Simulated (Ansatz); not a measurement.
# [Co(PH3)Cl5]2- (Cl₅CoH₃P (-2)): the relaxed shape and its frontier levels

What does [Co(PH3)Cl5]2- (Cl₅CoH₃P (-2)) look like as a singlet, and where do its frontier electrons sit?

The runs use Ansatz 0.2.0, Gaussian basis; RKS PBE0-D4/def2-TZVPD.

The runs, in order: relaxation at PBE0-D4/def2-SVPD; a single point at PBE0-D4/def2-TZVPD; harmonic vibrations at PBE0-D4/def2-SVPD.

9 further runs of the same task are left out: 7 that didn't finish, 2 set aside as unsound or not needed.

## (1) The system as given

10 atoms, charge -2, spin multiplicity 1.

Atoms are counted from 1 here; the program's logs count them from 0.

Bond lengths: Co1–P2 2.169 Å, Co1–Cl6 2.314 Å, Co1–Cl7 2.250 Å, Co1–Cl8 2.254 Å, Co1–Cl9 2.246 Å, Co1–Cl10 2.258 Å, P2–H3 1.381 Å, P2–H4 1.376 Å, P2–H5 1.386 Å. Angles: P2–Co1–Cl6 174.2°, P2–Co1–Cl7 90.2°, P2–Co1–Cl8 84.4°, P2–Co1–Cl9 92.6°, P2–Co1–Cl10 80.4°, Cl6–Co1–Cl7 92.4°, Cl6–Co1–Cl8 93.1°, Cl6–Co1–Cl9 92.6°, Cl6–Co1–Cl10 94.4°, Cl7–Co1–Cl8 174.5°, Cl7–Co1–Cl9 89.5°, Cl7–Co1–Cl10 89.7°, Cl8–Co1–Cl9 89.6°, Cl8–Co1–Cl10 90.5°, Cl9–Co1–Cl10 173.0°, Co1–P2–H3 118.4°, Co1–P2–H4 117.8°, Co1–P2–H5 119.5° and more.

Geometry (Å):

```
Co    0.0254    0.0561   -0.8819
P    -0.0204   -0.0415    1.2843
H     1.0982   -0.5094    1.9443
H    -0.9762   -0.8389    1.8714
H    -0.2282    1.1177    2.0143
Cl   -0.0289   -0.0489   -3.1930
Cl    2.2747    0.0589   -0.8417
Cl   -2.2216    0.0883   -0.7083
Cl    0.0421    2.3024   -0.8825
Cl    0.0349   -2.1848   -0.6069
```

Formally the metal is d6. No spin-orbit coupling is included. The ion is computed in the gas phase, without counter-ions or solvent.

The start is a GFN2-xTB (ALPB water) geometry.

## (2) Optimising with PBE0-D4/def2-SVPD

File in.yaml:

```yaml
crystal:
  periodic: [false, false, false]
  atoms:
    - {symbol: Co, position_ang: [0.025400, 0.056080, -0.881930]}
    - {symbol: P, position_ang: [-0.020410, -0.041500, 1.284320]}
    - {symbol: H, position_ang: [1.098230, -0.509360, 1.944270]}
    - {symbol: H, position_ang: [-0.976230, -0.838930, 1.871440]}
    - {symbol: H, position_ang: [-0.228190, 1.117710, 2.014260]}
    - {symbol: Cl, position_ang: [-0.028910, -0.048860, -3.192970]}
    - {symbol: Cl, position_ang: [2.274690, 0.058870, -0.841720]}
    - {symbol: Cl, position_ang: [-2.221620, 0.088340, -0.708280]}
    - {symbol: Cl, position_ang: [0.042120, 2.302450, -0.882540]}
    - {symbol: Cl, position_ang: [0.034930, -2.184800, -0.606850]}
basis:
  gaussian: {orbitals: def2-SVPD}
total_charge: -2
hamiltonian: {xc: pbe0, dispersion: d4}
scf: {lower_state_search: "off"}
output: {orbitals: {seedname: orbitals}}
relax: {f_tol: 0.02, max_steps: 100}
```

Command:

```bash
$ ansatz run in.yaml --threads 4 --pin off --events-out ev --progress --plain --max-ram 8704MiB
```

What it wrote (excerpt; [...] marks lines left out):

```text
Functional definition: PBE0
  name "PBE0"
  cite "Adamo & Barone, J. Chem. Phys. 110, 6158 (1999) doi:10.1063/1.478522"
  cite "Perdew, Burke & Ernzerhof, Phys. Rev. Lett. 77, 3865 (1996) doi:10.1103/PhysRevLett.77.3865"
  parent pbe
[...]
2170 factors; integrals over basis functions are off by at most 3.8e-4 eV
[...]
mean field -109527.76169326 eV, -4025.0710016439 hartree, gradient 6.5e-6 eV, S^2 0.000000; 0 other end points of the search recorded, 0 dependent functions left out
[...]
reference -109527.76172918 eV, -4025.0710029641 hartree; 66, 66 occupied and 151, 151 virtual orbitals, 2170 factors
relax step   1: F+E_penalty+E_count = -109528.32904484 eV  Δ(F+E_penalty+E_count) = +0.000e0 eV  max|allowed force component| = 1.020e0 eV/Å  Δτ_max = 0.0000 Å  (24 SCF iters, accepted)
[...]
relax step   5: F+E_penalty+E_count = -109528.47167075 eV  Δ(F+E_penalty+E_count) = -2.773e-5 eV  max|allowed force component| = 2.585e-2 eV/Å  Δτ_max = 0.0028 Å  (20 SCF iters, accepted)
[...]
relax step   6: F+E_penalty+E_count = -109528.47175566 eV  Δ(F+E_penalty+E_count) = -8.491e-5 eV  max|allowed force component| = 5.538e-3 eV/Å  Δτ_max = 0.0027 Å  (20 SCF iters, accepted)
Total energy: -109528.47179193 eV, -4025.0970972888 hartree
Atom 0 at     0.020153     0.043620    -0.926637 Å, force     0.002904     0.005538    -0.002098 eV/Å
Atom 1 at    -0.017440    -0.036162     1.259608 Å, force    -0.001022    -0.002527    -0.003667 eV/Å
Atom 2 at     1.143866    -0.511864     1.922421 Å, force     0.000705    -0.000826     0.001057 eV/Å
Atom 3 at    -1.008152    -0.839032     1.872687 Å, force    -0.000884    -0.000200     0.000954 eV/Å
Atom 4 at    -0.214155     1.181174     1.969543 Å, force     0.000545     0.001013     0.000955 eV/Å
Atom 5 at    -0.023499    -0.041067    -3.216405 Å, force     0.000043     0.000086     0.003497 eV/Å
Atom 6 at     2.320901     0.056047    -0.775175 Å, force    -0.000945    -0.001330    -0.000815 eV/Å
Atom 7 at    -2.286697     0.073996    -0.674700 Å, force    -0.000995     0.001298    -0.000244 eV/Å
Atom 8 at     0.034263     2.339583    -0.814670 Å, force    -0.001914    -0.001309    -0.001100 eV/Å
Atom 9 at     0.030770    -2.266293    -0.616671 Å, force     0.001563    -0.001743     0.001461 eV/Å
Dipole moment:    -0.030097    -0.064411     1.357782 e Å
Checks for a lower state left out: stability, starts, cluster_reference, orbital_swaps, neighbouring_geometries, increment
```

Run time: 89 s. Hardware: 4 threads of Arm Neoverse N1, shared host; peak memory 0.9 GiB.

Step by step:

| step | energy from step 1 (eV) | largest force component (eV/Å) |
| --- | --- | --- |
| 1 | 0.0000 | 1.0199 |
| 2 | -0.1219 | 0.3048 |
| 3 | -0.1412 | 0.1398 |
| 4 | -0.1426 | 0.0392 |
| 5 | -0.1426 | 0.0259 |
| 6 | -0.1427 | 0.0055 |

Distances of close pairs at the start and the end, largest changes first:

| bond | before (Å) | after (Å) | change (Å) |
| --- | --- | --- | --- |
| Co1–Cl10 | 2.258 | 2.331 | +0.073 |
| Co1–Cl8 | 2.254 | 2.321 | +0.067 |
| Co1–Cl7 | 2.250 | 2.306 | +0.056 |
| Co1–Cl9 | 2.246 | 2.299 | +0.052 |
| P2–H3 | 1.381 | 1.419 | +0.039 |
| P2–H4 | 1.376 | 1.415 | +0.039 |
| P2–H5 | 1.386 | 1.423 | +0.037 |
| Co1–Cl6 | 2.314 | 2.292 | -0.022 |

Bonds by kind at the end (by distance):

| bond | count | shortest (Å) | longest (Å) |
| --- | --- | --- | --- |
| Cl–Co | 5 | 2.292 | 2.331 |
| Co–P | 1 | 2.188 | 2.188 |
| H–P | 3 | 1.415 | 1.423 |

## (3) Single point, PBE0-D4/def2-TZVPD

start.molden holds the orbitals of an earlier run on this state, given as this run's starting guess.

File in.yaml:

```yaml
crystal:
  periodic: [false, false, false]
  atoms:
    - {symbol: Co, position_ang: [0.020153, 0.043620, -0.926637]}
    - {symbol: P, position_ang: [-0.017440, -0.036162, 1.259608]}
    - {symbol: H, position_ang: [1.143866, -0.511864, 1.922421]}
    - {symbol: H, position_ang: [-1.008152, -0.839032, 1.872687]}
    - {symbol: H, position_ang: [-0.214155, 1.181174, 1.969543]}
    - {symbol: Cl, position_ang: [-0.023499, -0.041067, -3.216405]}
    - {symbol: Cl, position_ang: [2.320901, 0.056047, -0.775175]}
    - {symbol: Cl, position_ang: [-2.286697, 0.073996, -0.674700]}
    - {symbol: Cl, position_ang: [0.034263, 2.339583, -0.814670]}
    - {symbol: Cl, position_ang: [0.030770, -2.266293, -0.616671]}
basis:
  gaussian: {orbitals: def2-TZVPD, initial_orbitals: start.molden}
total_charge: -2
hamiltonian: {xc: pbe0, dispersion: d4}
scf: {omitted_lower_state_checks: [starts]}
output: {forces: true, orbitals: {seedname: orbitals}}
```

Same command.

What it wrote (excerpt; [...] marks lines left out):

```text
Functional definition: PBE0
  name "PBE0"
  cite "Adamo & Barone, J. Chem. Phys. 110, 6158 (1999) doi:10.1063/1.478522"
  cite "Perdew, Burke & Ernzerhof, Phys. Rev. Lett. 77, 3865 (1996) doi:10.1103/PhysRevLett.77.3865"
  parent pbe
[...]
2550 factors; their error is unknown
[...]
mean field -109556.34103190 eV, -4026.1212729673 hartree, gradient 2.7e-5 eV, S^2 0.000000; 0 other end points of the search recorded, 0 dependent functions left out
[...]
reference -109556.34107941 eV, -4026.1212747133 hartree; 66, 66 occupied and 282, 282 virtual orbitals, 2550 factors
Total energy: -109556.89872763 eV, -4026.1417679072 hartree
Atom 0 at     0.020153     0.043620    -0.926637 Å, force     0.011937     0.024191     0.100167 eV/Å
Atom 1 at    -0.017440    -0.036162     1.259608 Å, force    -0.025291    -0.056959    -0.073144 eV/Å
Atom 2 at     1.143866    -0.511864     1.922421 Å, force    -0.152037     0.059536    -0.061136 eV/Å
Atom 3 at    -1.008152    -0.839032     1.872687 Å, force     0.136075     0.109974    -0.060353 eV/Å
Atom 4 at    -0.214155     1.181174     1.969543 Å, force     0.023765    -0.152239    -0.062088 eV/Å
Atom 5 at    -0.023499    -0.041067    -3.216405 Å, force     0.002412     0.004320     0.144256 eV/Å
Atom 6 at     2.320901     0.056047    -0.775175 Å, force    -0.135549    -0.003882    -0.007338 eV/Å
Atom 7 at    -2.286697     0.073996    -0.674700 Å, force     0.143176    -0.003191     0.007343 eV/Å
Atom 8 at     0.034263     2.339583    -0.814670 Å, force    -0.003614    -0.135510    -0.010576 eV/Å
Atom 9 at     0.030770    -2.266293    -0.616671 Å, force    -0.000875     0.153760     0.022869 eV/Å
Dipole moment:    -0.031266    -0.066820     1.311775 e Å
Checks for a lower state left out: starts
```

It took 56 s on 4 threads of Arm Neoverse N1, shared host; peak memory 2.5 GiB.

Report: HOMO 0.55 eV, LUMO 4.73 eV. Doubts: highest occupied level lies above zero.

Mulliken charges, from this run's orbitals:

| atom | value (e) |
| --- | --- |
| Co1 | 0.33 |
| P2 | 0.10 |
| H3 | 0.09 |
| H4 | 0.10 |
| H5 | 0.09 |
| Cl6 | -0.60 |
| Cl7 | -0.53 |
| Cl8 | -0.53 |
| Cl9 | -0.53 |
| Cl10 | -0.53 |

Largest Mayer bond orders: P2–H5 0.91; P2–H3 0.91; P2–H4 0.90; Co1–P2 0.87; Co1–Cl9 0.63; Co1–Cl7 0.63; Co1–Cl8 0.62; Co1–Cl10 0.61; Co1–Cl6 0.58.

## (4) Harmonic vibrations

Edit in.yaml of step 3 so:

```diff
@@ -14,3 +14,3 @@
 basis:
-  gaussian: {orbitals: def2-TZVPD, initial_orbitals: start.molden}
+  gaussian: {orbitals: def2-SVPD}
 total_charge: -2
@@ -18,2 +18,2 @@
 scf: {omitted_lower_state_checks: [starts]}
-output: {forces: true, orbitals: {seedname: orbitals}}
+phonons: {temperatures: {t_min: 298.15, t_max: 900, t_step: 200}}
```

Same command.

What it wrote (excerpt; [...] marks lines left out):

```text
Functional definition: PBE0
  name "PBE0"
  cite "Adamo & Barone, J. Chem. Phys. 110, 6158 (1999) doi:10.1063/1.478522"
  cite "Perdew, Burke & Ernzerhof, Phys. Rev. Lett. 77, 3865 (1996) doi:10.1103/PhysRevLett.77.3865"
  parent pbe
[...]
2169 factors; integrals over basis functions are off by at most 3.8e-4 eV
[...]
mean field -109527.91409135 eV, -4025.0766021706 hartree, gradient 4.6e-5 eV, S^2 0.000000; 0 other end points of the search recorded, 0 dependent functions left out
[...]
reference -109527.91412786 eV, -4025.0766035121 hartree; 66, 66 occupied and 151, 151 virtual orbitals, 2169 factors
[...]
2169 factors; integrals over basis functions are off by at most 3.8e-4 eV
mean field -109527.91405350 eV, -4025.0766007797 hartree, gradient 2.1e-6 eV, S^2 0.000000; 0 other end points of the search recorded, 0 dependent functions left out
[...]
WARN: phonons: modes at or below zero, which the zero-point energy, F, S and C_V leave out: 1, the lowest at -18.93 cm⁻¹. A minimum has none, and a first-order saddle one
[...]
Atom 2 at     1.143866    -0.511864     1.922421 Å, force     0.000712    -0.000842     0.001023 eV/Å
Atom 3 at    -1.008152    -0.839032     1.872687 Å, force    -0.000869    -0.000204     0.001020 eV/Å
Atom 4 at    -0.214155     1.181174     1.969543 Å, force     0.000557     0.001027     0.000960 eV/Å
Atom 5 at    -0.023499    -0.041067    -3.216405 Å, force    -0.000001    -0.000078     0.003470 eV/Å
Atom 6 at     2.320901     0.056047    -0.775175 Å, force    -0.000883    -0.001344    -0.000772 eV/Å
Atom 7 at    -2.286697     0.073996    -0.674700 Å, force    -0.000992     0.001294    -0.000244 eV/Å
Atom 8 at     0.034263     2.339583    -0.814670 Å, force    -0.001989    -0.001331    -0.001012 eV/Å
Atom 9 at     0.030770    -2.266293    -0.616671 Å, force     0.001509    -0.001698     0.001458 eV/Å
Dipole moment:    -0.030099    -0.064414     1.357783 e Å
Vibrations: -18.93 99.46 115.59 121.61 132.09 159.04 162.83 164.75 172.56 221.42 228.95 244.96 279.19 310.68 310.83 369.25 567.97 573.38 981.83 1089.80 1110.21 2435.03 2464.69 2495.04 cm⁻¹, zero-point energy 0.918175 eV
Checks for a lower state left out: starts
```

It took 13 min on 4 threads of Arm Neoverse N1, shared host; peak memory 1.1 GiB.

Motions are named by where the mode's potential energy lies. The modes, unscaled (a negative number is an imaginary wavenumber):

| mode | cm⁻¹ | motion |
| --- | --- | --- |
| 1 | -19 | bend with torsion |
| 2 | 99 | bend |
| 3 | 116 | bend |
| 4 | 122 | bend |
| 5 | 132 | bend |
| 6 | 159 | bend with torsion |
| 7 | 163 | bend |
| 8 | 165 | bend with torsion |
| 9 | 173 | bend with torsion |
| 10 | 221 | Co–Cl stretch with torsion |
| 11 | 229 | Co–Cl stretch with torsion |
| 12 | 245 | Co–Cl stretch |
| 13 | 279 | Co–Cl stretch |
| 14 | 311 | Co–Cl stretch |
| 15 | 311 | Co–Cl stretch |
| 16 | 369 | Co–P stretch |
| 17 | 568 | bend with torsion |
| 18 | 573 | bend with torsion |
| 19 | 982 | bend |
| 20 | 1090 | bend with torsion |
| 21 | 1110 | bend |
| 22 | 2435 | P–H stretch |
| 23 | 2465 | P–H stretch |
| 24 | 2495 | P–H stretch |

## (5) Results

| quantity | value |
| --- | --- |
| point group | C1 |
| near neighbours of the metal | P 2.19, Cl 2.29, Cl 2.31, Cl 2.32, Cl 2.30, Cl 2.33 Å |
| HOMO, LUMO at PBE0-D4/def2-TZVPD | 0.55, 4.73 eV |
| charge on the metal (Mulliken, PBE0-D4/def2-TZVPD) | +0.33 e |
| lowest, highest wavenumber | -19, 2495 cm⁻¹ |

The molecule keeps its bonding pattern by the stored test; the atoms moved 0.06 Å (rms). The metal has 6 near neighbours by the distance rule, from 2.19 to 2.33 Å. The Mulliken charge of the metal, +0.33 e, depends on the basis and isn't its oxidation state. Small negative wavenumbers (down to -19 cm⁻¹) leave a minimum unproven; the force threshold was loose. Doubts on the single point: highest occupied level lies above zero. Whether this spin is the lowest isn't tested here. The point group is read from a loosely relaxed geometry; soft torsions can leave it below the true symmetry.
